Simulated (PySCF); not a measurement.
# DyI2 (Dy(I)2+): the cost of one run

Computed with PySCF 2.14.0. Level: several levels, as the steps say, no spin–orbit coupling.

1 further run of the same task is left out (for a known fault of the program).

### Step 1. Where the work starts

3 atoms, charge 1, spin multiplicity 1.

Bond lengths: Dy1–I2 2.727 Å, Dy1–I3 2.727 Å. Angles: I2–Dy1–I3 110.0°.

Geometry (Å):

```
atom    x (Å)   y (Å)    z (Å)
 Dy1   0.0000  0.0000  -0.9717
  I2   2.2341  0.0000   0.5925
  I3  -2.2341  0.0000   0.5925
```

Formal oxidation states: Dy +3. Each metal's 9 4f electrons lie in its core potential, so multiplicities, spins and levels count the valence alone. An earlier session relaxed this geometry at PBE0, Dy lcecp-1-SVP with ECP55, I def2-SVP with ECP28 (singlet, point group C2v).

At PBE0 on the finer grid: E = -632.376013 Eh, HOMO -11.92 eV, LUMO -7.71 eV, Mulliken charge on Dy1 +1.09 e, largest force component 0.009 eV/Å. 

Levels to run: HF; TPSSh; PBE0, TZVP. Hardware: 2 threads of Arm Neoverse V2, shared host.

### Step 2. HF

Contents of run.py (the lines that set the calculation):

```python
mol = gto.M(atom='''
Dy     0.00000     0.00000    -0.97173
I      2.23408     0.00000     0.59252
I     -2.23408     0.00000     0.59252''',
    basis={'Dy': 'lcecp-1-SVP', 'I': 'def2-SVP'},
    ecp={'Dy': 'lcecp-1-SVP', 'I': 'def2-SVP'},
    charge=1, spin=0)
mf = scf.RHF(mol)
mf = mf.density_fit()  # fitting sets: Dy AutoAux, I def2-universal-JKFIT
mf.conv_tol = 1e-08; mf.max_cycle = 55
mf.kernel(dm0)  # dm0: the density of the relaxed state
```

Run with:

```sh
OMP_NUM_THREADS=2 python run.py
```

**Question.** How long does this run take on 2 threads of Arm Neoverse V2, shared host?

About 3.3 s.
